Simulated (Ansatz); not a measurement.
# C2H5GeI, SMILES I[CH]1[CH2][GeH2]1: vertical spin-state energies

Computed with the Ansatz DFT code, driven from Python.

Run as a notebook:

In [1]:
```python
import ansatz as az
```

In [2]:
```python
params = {
    "basis_set": "def2-SVP",
    "functional": "R2SCAN0",
}
```

In [3]:
```python
GEOMETRY = """
I    -2.60360    0.24930    0.15400
C    -0.64180    0.50330   -0.54360
C     0.32400    0.67270    0.50400
Ge    0.48320   -1.13360   -0.26310
H    -0.40020    1.02030   -1.51180
H     1.22520    1.31830    0.23470
H    -0.02150    0.70680    1.55460
H     1.79320   -1.26930   -1.02190
H    -0.07010   -2.11400    0.87610
"""
```

In [4]:
```python
mol = az.Crystal.molecule()
for line in GEOMETRY.strip().splitlines():
    symbol, *xyz = line.split()
    mol = mol.atom(symbol, [float(v) for v in xyz])

calc = mol.calculation()
calc = calc.basis(gaussian=params["basis_set"]).functional(params["functional"])
found = {}
for unpaired in [0, 2]:
    rep = calc.spin("collinear", total=unpaired).run(threads=1, pin="off").report
    s = unpaired / 2
    found[unpaired] = rep["free_energy_ev"]
    print(f"2S+1 = {unpaired + 1}: E = {found[unpaired]:.5f} eV, <S^2> = {abs(rep['mean_field']['state']['spin_squared']):.3f} (pure state {s * (s + 1):.2f})")
lowest = min(found, key=found.get)
for unpaired, e in found.items():
    print(f"multiplicity {unpaired + 1}: {23.060548 * (e - found[lowest]):.1f} kcal/mol above the lowest")
```
```text
2S+1 = 1: E = -66764.10182 eV, <S^2> = 0.000 (pure state 0.00)
2S+1 = 3: E = -66761.04382 eV, <S^2> = 2.008 (pure state 2.00)
multiplicity 1: 0.0 kcal/mol above the lowest
multiplicity 3: 70.5 kcal/mol above the lowest
```

In order: multiplicity 1 (+0.00 eV) and multiplicity 3 (+3.06 eV), all at the one geometry.

What to keep in mind:
- Total energies depend on the basis set; only differences at equal settings carry meaning.
- The geometry is a force-field or estimated start, not a minimum of this method, and the basis set is short of its limit. All parts are taken at fixed geometry, without zero-point energy.
- def2 sets replace the cores of elements past krypton by effective core potentials.
- Spin-orbit coupling, which mixes and shifts the spin states of heavy atoms, is left out.
- Finished in 48 s on 1 thread of Arm Neoverse V2 (shared host), peak memory 0.51 GiB.
